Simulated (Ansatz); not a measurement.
# BiSBr: a short molecular-dynamics run

What does BiSBr do over 60 steps of 0.5 fs under a Langevin thermostat at 2000 K? The cell is a randomly packed cell of 12 atoms, taken as it stands, without a relaxation.

Program: Ansatz 0.2.0. Level of theory: DFT PBE, plane waves, PAW, scalar-relativistic, no spin polarisation. These are calculated values, not measurements.

**1. The structure to begin with**

The cell holds 12 atoms (Bi4Br4S4): a = 7.871 Å, b = 6.013 Å, c = 7.516 Å, α = 89.78°, β = 100.97°, γ = 83.10°.

Structure file:

```xyz
12
Lattice="7.7835 0.3408 -1.1233 0.4718 5.9942 0.0278 -0.3645 0.0227 7.5072" Properties=species:S:1:pos:R:3 pbc="T T T"
Bi    3.6014    1.5968    5.0786
Bi    7.4418    4.9322    0.3751
Bi    2.0291    4.5002    3.9622
Bi    1.9618    0.6043    1.2495
Br    4.5035    4.5330    6.0129
Br    6.7925    2.0353   -0.9124
Br    5.5185    0.4002    2.8055
Br    7.2401    4.3837    4.7229
S     2.0294    3.3778    7.1004
S     7.6605    2.5077    2.3171
S     4.4239    4.1845    1.3712
S     0.6626    0.8617    5.7915
```

**2. The run**

input.yaml

```yaml
crystal:
  lattice:
    - [7.783453, 0.340812, -1.123301]
    - [0.471828, 5.994194, 0.027826]
    - [-0.364498, 0.022701, 7.507246]
  atoms:
    - { symbol: Bi, position: [0.483417, 0.23608, 0.747955] }
    - { symbol: Bi, position: [0.918076, 0.769938, 0.184488] }
    - { symbol: Bi, position: [0.242441, 0.734853, 0.561336] }
    - { symbol: Bi, position: [0.256445, 0.085465, 0.2045] }
    - { symbol: Br, position: [0.576365, 0.720108, 0.884513] }
    - { symbol: Br, position: [0.8553, 0.290901, 0.005362] }
    - { symbol: Br, position: [0.7302, 0.023417, 0.482878] }
    - { symbol: Br, position: [0.925046, 0.675835, 0.765025] }
    - { symbol: S, position: [0.273856, 0.54421, 0.984766] }
    - { symbol: S, position: [0.98362, 0.360709, 0.45449] }
    - { symbol: S, position: [0.540203, 0.666393, 0.261007] }
    - { symbol: S, position: [0.113889, 0.134304, 0.787992] }
kpoints:
  mp_grid: { grid: [2, 3, 2] }
magnetization:
  spin_polarized: false
scf:
  occupations: { method: fermi_dirac, width: 0.05 }
hamiltonian:
  pseudopotentials: { kind: paw }
  xc: pbe
basis:
  ecutwfc: 420
md:
  timestep: 0.5
  n_steps: 60
  ensemble: nvt_langevin
  temperature: 2000.0
  initial_velocities: maxwell_boltzmann
  seed: 713610
```

Launch:

```bash
> ansatz run input.yaml --threads 2 --pin off --max-ram 2560MiB --backend cpu --events-out ev --progress --plain --runs-dir out
```

What does the calculation give? Wanted: temperature, first and last step; temperature, second half; potential energy, second half; mean square displacement, second half.

The runs gave:

```
                             quantity                             value
                               length                60 steps of 0.5 fs
     temperature, first and last step                   1833 and 1992 K
             temperature, second half  mean 2094 K, from 1698 to 2452 K
        potential energy, second half       -50 meV/atom from the start
mean square displacement, second half    S 0.123, Br 0.018, Bi 0.012 Å²
```

What this shows: Against a set 2000 K the second half averages 2094 K, going from 2309 to 1992 K over that half. Over the second half S atoms stand 0.4 Å (root mean square) from where they began, and the farthest move is 0.7 Å. A run of 30 fs with 12 atoms shows the motion but fixes no equilibrium value.
